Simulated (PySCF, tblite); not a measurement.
# C₃H₁₀FPSi₂: a scan of pyramidal angle

Aim: follow energy and NMR parameters of C₃H₁₀FPSi₂ (`F[Si@@H](P)[SiH2]C1CC1`) along pyramidal angle.

Computed with tblite 0.8.0 (tight binding) and PySCF 2.14.0 (DFT, with response routines of our own); each step states its level. Atoms count from 0 throughout.

## Step 1: The molecule as given

17 atoms, charge 0, multiplicity 1; geometry from: force field or distance geometry start.

Bonds of the start (Å): C4–C5 1.51, C4–C6 1.51, C4–H12 1.09, C5–C6 1.51, C5–H13 1.08, C5–H14 1.08, C6–H15 1.09, C6–H16 1.08, F0–Si1 1.59, P2–H8 1.41, P2–H9 1.42, Si1–H7 1.49, Si1–P2 2.24, Si1–Si3 2.31, Si3–C4 1.88, Si3–H10 1.49, Si3–H11 1.50.

## Step 2: GFN2-xTB relaxation, start minimum

What the job is given:

```
{"job": {"xc": "GFN2-xTB", "basis": "xTB", "kind": "relax"}, "charge": 0, "multiplicity": 1}
F      2.109500     0.584400    -2.004300
Si     2.124300    -0.517700    -0.853000
P      3.080000     0.426300     0.937600
Si    -0.006900    -1.263300    -0.373300
C     -1.081900     0.123900     0.300800
C     -2.583200    -0.010300     0.194900
C     -1.854200     0.980100    -0.681300
H      3.012500    -1.636000    -1.275500
H      4.175300     0.998000     0.254300
H      2.291200     1.611300     0.926900
H     -0.645500    -1.860100    -1.578700
H      0.046900    -2.350900     0.662900
H     -0.688000     0.606300     1.190600
H     -3.172900     0.382000     1.010700
H     -3.024400    -0.868000    -0.280100
H     -1.973000     2.033300    -0.437400
H     -1.816800     0.772900    -1.739000
```

Command:

```console
$ OMP_NUM_THREADS=1 python ens_run.py task.json out
```

This one command runs the whole study; its stages follow in the order run.

Log:

```text
step      E/eV     max force
  0    -605.25474    1.087
  1    -605.31085    0.511
  2    -605.33704    0.380
  3    -605.34966    0.376
  4    -605.36420    0.325
  5    -605.37380    0.176
  6    -605.37839    0.160
  7    -605.38119    0.125
  8    -605.38347    0.137
  9    -605.38544    0.114
 10    -605.38705    0.109
 11    -605.38829    0.090
 12    -605.38934    0.076
 13    -605.39026    0.077
 14    -605.39105    0.083
 15    -605.39171    0.070
 16    -605.39227    0.054
 17    -605.39273    0.044
 18    -605.39307    0.039
 19    -605.39331    0.038
 20    -605.39351    0.035
 21    -605.39368    0.032
 22    -605.39380    0.033
 23    -605.39391    0.032
 24    -605.39403    0.032
 25    -605.39415    0.034
 26    -605.39427    0.024
 27    -605.39438    0.032
 28    -605.39448    0.033
 29    -605.39459    0.027
 30    -605.39471    0.026
 31    -605.39480    0.024
 32    -605.39486    0.025
 33    -605.39494    0.026
 34    -605.39507    0.034
 35    -605.39530    0.041
 36    -605.39558    0.045
 37    -605.39579    0.031
 38    -605.39589    0.027
 39    -605.39595    0.028
 40    -605.39603    0.026
 41    -605.39614    0.030
 42    -605.39627    0.031
 43    -605.39638    0.029
 44    -605.39649    0.034
 45    -605.39658    0.025
 46    -605.39666    0.022
 47    -605.39673    0.022
 48    -605.39679    0.025
 49    -605.39686    0.029
 50    -605.39696    0.026
 51    -605.39707    0.032
 52    -605.39720    0.031
 53    -605.39733    0.032
 54    -605.39745    0.033
 55    -605.39757    0.036
 56    -605.39771    0.035
 57    -605.39786    0.037
 58    -605.39806    0.040
 59    -605.39830    0.047
 60    -605.39856    0.045
 61    -605.39881    0.043
 62    -605.39901    0.034
 63    -605.39922    0.040
 64    -605.39942    0.053
 65    -605.39982    0.067
 66    -605.40021    0.049
 67    -605.40067    0.038
 68    -605.40076    0.035
 69    -605.40094    0.032
 70    -605.40131    0.048
 71    -605.40148    0.028
 72    -605.40167    0.026
 73    -605.40188    0.028
 74    -605.40210    0.034
 75    -605.40247    0.042
 76    -605.40283    0.042
 77    -605.40307    0.031
 78    -605.40319    0.030
 79    -605.40328    0.040
 80    -605.40342    0.038
 81    -605.40370    0.040
 82    -605.40387    0.034
 83    -605.40400    0.025
 84    -605.40413    0.023
 85    -605.40426    0.032
 86    -605.40437    0.032
 87    -605.40446    0.024
 88    -605.40455    0.022
 89    -605.40464    0.025
 90    -605.40475    0.035
 91    -605.40487    0.031
 92    -605.40495    0.047
 93    -605.40511    0.031
 94    -605.40527    0.020
 95    -605.40546    0.030
 96    -605.40565    0.040
 97    -605.40583    0.033
 98    -605.40609    0.035
 99    -605.40631    0.044
100    -605.40657    0.047
101    -605.40651    0.124
102    -605.40702    0.033
103    -605.40728    0.030
104    -605.40771    0.195
105    -605.40844    0.040
106    -605.40906    0.055
107    -605.40908    0.261
108    -605.41011    0.081
109    -605.41072    0.091
110    -605.41155    0.253
111    -605.41314    0.102
112    -605.41438    0.102
113    -605.41612    0.173
114    -605.41757    0.068
115    -605.41843    0.069
116    -605.41922    0.204
117    -605.42133    0.115
118    -605.42248    0.072
119    -605.42445    0.196
120    -605.42590    0.155
121    -605.42831    0.144
122    -605.42971    0.085
123    -605.43081    0.084
124    -605.43190    0.092
125    -605.43251    0.148
126    -605.43479    0.076
127    -605.43684    0.070
128    -605.43905    0.084
129    -605.44030    0.091
130    -605.44166    0.079
131    -605.44316    0.117
132    -605.44458    0.086
133    -605.44565    0.103
134    -605.44664    0.090
135    -605.44756    0.102
136    -605.44868    0.089
137    -605.44986    0.081
138    -605.45127    0.068
139    -605.45267    0.078
140    -605.45356    0.079
141    -605.45472    0.069
142    -605.45606    0.078
143    -605.45822    0.119
144    -605.46006    0.112
145    -605.46163    0.087
146    -605.46285    0.085
147    -605.46404    0.082
148    -605.46523    0.080
149    -605.46722    0.084
150    -605.46876    0.098
151    -605.47103    0.096
152    -605.47296    0.091
153    -605.47453    0.086
154    -605.47588    0.126
155    -605.47680    0.110
156    -605.47792    0.089
157    -605.47839    0.050
158    -605.47868    0.037
159    -605.47885    0.032
160    -605.47903    0.027
161    -605.47914    0.024
162    -605.47924    0.022
163    -605.47937    0.027
164    -605.47950    0.026
165    -605.47960    0.024
166    -605.47966    0.024
167    -605.47971    0.021
168    -605.47979    0.024
169    -605.47990    0.028
170    -605.48002    0.026
171    -605.48013    0.022
172    -605.48023    0.026
173    -605.48033    0.030
174    -605.48045    0.033
175    -605.48057    0.029
176    -605.48068    0.024
177    -605.48076    0.021
178    -605.48083    0.016
179    -605.48087    0.015
180    -605.48092    0.015
181    -605.48095    0.016
182    -605.48099    0.019
183    -605.48104    0.019
184    -605.48108    0.019
185    -605.48112    0.018
186    -605.48116    0.014
187    -605.48119    0.016
188    -605.48122    0.017
189    -605.48128    0.021
190    -605.48132    0.021
191    -605.48139    0.021
192    -605.48146    0.025
193    -605.48154    0.022
194    -605.48162    0.025
195    -605.48170    0.020
196    -605.48176    0.018
197    -605.48182    0.017
198    -605.48190    0.022
199    -605.48201    0.031
200    -605.48218    0.041
201    -605.48237    0.043
202    -605.48251    0.027
203    -605.48262    0.030
204    -605.48271    0.028
205    -605.48286    0.027
206    -605.48304    0.038
207    -605.48327    0.052
208    -605.48350    0.052
209    -605.48368    0.035
210    -605.48380    0.028
211    -605.48390    0.024
212    -605.48400    0.028
213    -605.48413    0.031
214    -605.48428    0.031
215    -605.48443    0.041
216    -605.48462    0.038
217    -605.48479    0.030
218    -605.48504    0.031
219    -605.48517    0.033
220    -605.48533    0.025
221    -605.48541    0.022
222    -605.48548    0.021
223    -605.48553    0.016
224    -605.48558    0.016
225    -605.48562    0.018
226    -605.48566    0.014
227    -605.48570    0.013
228    -605.48572    0.008
229    -605.48573    0.009
230    -605.48575    0.010
231    -605.48576    0.008
232    -605.48577    0.009
233    -605.48578    0.009
234    -605.48580    0.009
235    -605.48581    0.009
236    -605.48583    0.012
237    -605.48585    0.012
238    -605.48587    0.011
239    -605.48590    0.012
240    -605.48593    0.012
241    -605.48596    0.014
242    -605.48599    0.011
243    -605.48601    0.008
244    -605.48602    0.008
245    -605.48604    0.011
246    -605.48606    0.013
247    -605.48609    0.015
248    -605.48613    0.014
249    -605.48615    0.015
250    -605.48618    0.014
251    -605.48621    0.017
252    -605.48626    0.021
253    -605.48631    0.025
254    -605.48635    0.013
255    -605.48639    0.019
256    -605.48642    0.016
257    -605.48647    0.015
258    -605.48649    0.012
259    -605.48651    0.010
260    -605.48653    0.015
261    -605.48657    0.023
262    -605.48661    0.026
263    -605.48667    0.033
264    -605.48673    0.030
265    -605.48680    0.024
266    -605.48686    0.031
267    -605.48694    0.031
268    -605.48703    0.034
269    -605.48712    0.043
270    -605.48725    0.039
271    -605.48746    0.042
272    -605.48773    0.040
273    -605.48793    0.038
274    -605.48816    0.039
275    -605.48831    0.045
276    -605.48847    0.044
277    -605.48860    0.044
278    -605.48882    0.029
279    -605.48897    0.038
280    -605.48911    0.047
281    -605.48925    0.033
282    -605.48934    0.025
283    -605.48943    0.021
284    -605.48949    0.025
285    -605.48956    0.030
286    -605.48963    0.029
287    -605.48971    0.026
288    -605.48978    0.032
289    -605.48986    0.028
290    -605.48991    0.021
291    -605.48995    0.016
292    -605.48998    0.014
293    -605.49003    0.015
294    -605.49008    0.016
295    -605.49014    0.027
296    -605.49019    0.016
297    -605.49022    0.012
298    -605.49024    0.009
299    -605.49025    0.012
300    -605.49027    0.014
301    -605.49029    0.012
302    -605.49030    0.009
303    -605.49031    0.008
304    -605.49033    0.010
305    -605.49035    0.011
306    -605.49037    0.010
307    -605.49039    0.009
308    -605.49039    0.007
309    -605.49040    0.007
310    -605.49041    0.006
311    -605.49042    0.006
312    -605.49043    0.005
313    -605.49043    0.004
314    -605.49043    0.005
315    -605.49044    0.006
316    -605.49044    0.005
317    -605.49045    0.003
318    -605.49045    0.003
319    -605.49045    0.003
320    -605.49045    0.004
321    -605.49045    0.004
322    -605.49045    0.004
323    -605.49046    0.004
324    -605.49046    0.003
325    -605.49046    0.002
```

Wall time 2.5 s (1 thread of Arm Neoverse V1, shared host).

The energy fell by 0.236 eV, and the atoms moved 1.48 Å (root mean square).

## Step 3: Relaxed scan, pyramidal angle

What the job is given:

```
{"job": {"xc": "GFN2-xTB", "basis": "xTB", "coordinate": [["t", [9, 1, 8, 2], 0.3333333333333333], ["t", [1, 8, 9, 2], 0.3333333333333333], ["t", [8, 9, 1, 2], 0.3333333333333333]], "kind": "drive"}, "charge": 0, "multiplicity": 1}
F      3.049653    -1.683749    -1.407398
Si     2.207171    -0.771576    -0.362689
P      2.942900     1.323707    -0.713803
Si    -0.029834    -1.276089    -0.753510
C     -1.089485    -0.331331     0.487582
C     -2.469824     0.129826     0.115380
C     -1.372009     1.129016     0.261671
H      2.799321    -1.183933     0.912806
H      2.084250     1.593584    -1.767715
H      2.076436     1.882050     0.210522
H     -0.459706    -0.870498    -2.103748
H     -0.328108    -2.709393    -0.622156
H     -0.969530    -0.617277     1.526882
H     -3.242673     0.101118     0.869125
H     -2.830650    -0.089181    -0.877944
H     -1.387820     1.791183     1.115139
H     -0.987090     1.594575    -0.634126
```

Log:

```text
point  coordinate     E/eV
  0     52.300     -605.49042
  1     60.100     -605.28807
```

Run time: 0.48 s. Hardware: 1 thread of Arm Neoverse V1, shared host.

## Step 4: Relaxed scan, pyramidal angle

job is that of step 3.

Log:

```text
point  coordinate     E/eV
  0     40.500     -605.27171
  1     21.900     -604.70063
  2      0.400     -604.35564
  3    -21.600     -604.71760
  4    -40.300     -605.25518
  5    -52.300     -605.46604
  6    -60.200     -605.26451
```

Run time: 3.4 s. Hardware: 1 thread of Arm Neoverse V1, shared host.

The highest point is number 2, 21.1 kcal/mol above the first.

## Step 5: Shieldings, coordinate held at -60.2: PBE0/pcSseg-1

What the job is given:

```
{"job": {"kind": "nmr", "xc": "PBE0", "basis": "pcSseg-1", "every": 1, "grid": 0, "pop": false}, "charge": 0, "multiplicity": 1}
F      2.963325    -1.593003    -1.550412
Si     2.074334    -0.601486    -0.619655
P      2.397515     1.514518    -1.429441
Si    -0.123279    -1.344711    -0.726027
C     -1.159972    -0.397078     0.532447
C     -2.520240     0.123924     0.163832
C     -1.385545     1.077073     0.332133
H      2.807095    -0.749866     0.642812
H      3.583700     1.430621    -0.711571
H      1.890773     1.860127    -0.182478
H     -0.715143    -1.121955    -2.054475
H     -0.249521    -2.778814    -0.434310
H     -1.056070    -0.707937     1.566029
H     -3.296690     0.112218     0.914556
H     -2.885744    -0.063296    -0.834191
H     -1.381113     1.723784     1.197640
H     -0.974938     1.543238    -0.552547
```

Log:

```text
final grid: 15416 points
cycle   1  E = -1139.7438729105  dE =  5.868e-01  |g| = 6.165e-01  |ddm| = 3.667e+00
cycle   2  E = -1139.6616343026  dE =  8.224e-02  |g| = 9.569e-01  |ddm| = 1.429e+00
cycle   3  E = -1139.8171381077  dE = -1.555e-01  |g| = 6.038e-02  |ddm| = 9.187e-01
cycle   4  E = -1139.8176138346  dE = -4.757e-04  |g| = 3.653e-02  |ddm| = 8.851e-02
cycle   5  E = -1139.8179211536  dE = -3.073e-04  |g| = 4.715e-03  |ddm| = 3.812e-02
cycle   6  E = -1139.8179261277  dE = -4.974e-06  |g| = 1.646e-03  |ddm| = 6.740e-03
cycle   7  E = -1139.8179267252  dE = -5.974e-07  |g| = 3.680e-04  |ddm| = 2.031e-03
cycle   8  E = -1139.8179267624  dE = -3.723e-08  |g| = 9.034e-05  |ddm| = 5.648e-04
cycle   9  E = -1139.8179267644  dE = -2.013e-09  |g| = 2.313e-05  |ddm| = 1.304e-04
cycle  10  E = -1139.8179267646  dE = -1.373e-10  |g| = 6.141e-06  |ddm| = 4.320e-05
converged SCF energy = -1139.8179267646

GIAO shielding tensors (ppm)
atom      isotropic    diamagn.    paramagn.     s11        s22        s33       span
  0 F      399.286     463.657     -64.371    347.440    403.988    446.429     98.989
  1 Si     302.926     876.965    -574.039    207.918    308.187    392.673    184.755
  2 P      643.064     967.452    -324.388    539.595    661.969    727.627    188.032
  3 Si     407.587     881.363    -473.777    365.804    395.914    461.042     95.238
  4 C      197.709     254.898     -57.190    171.155    188.133    233.838     62.683
  5 C      179.420     255.442     -76.022    147.280    175.428    215.553     68.273
  6 C      183.242     250.389     -67.147    153.831    178.023    217.871     64.040
  7 H       25.161      30.248      -5.088     22.756     24.042     28.683      5.927
  8 H       30.118      28.862       1.256     24.578     26.907     38.868     14.290
  9 H       31.736      32.711      -0.976     26.380     29.786     39.041     12.661
 10 H       28.310      30.412      -2.102     24.880     27.079     32.972      8.091
 11 H       27.209      29.308      -2.098     23.336     25.365     32.927      9.591
 12 H       32.265      32.746      -0.480     25.056     28.199     43.542     18.486
 13 H       30.930      30.579       0.350     24.770     26.422     41.597     16.827
 14 H       31.473      31.763      -0.289     25.023     29.000     40.398     15.375
 15 H       31.161      31.041       0.120     25.397     26.839     41.247     15.850
 16 H       31.842      32.581      -0.739     26.487     28.563     40.475     13.989
```

Run time: 14 s. Hardware: 1 thread of Arm Neoverse V1, shared host; peak memory 0.83 GiB.

In short: HOMO -7.78 eV, LUMO -0.72 eV; dipole 2.78 D.

The input is unsound on purpose (integration grid far too coarse), so these values are not to be used.

(Part 1 of 3 ends here.)
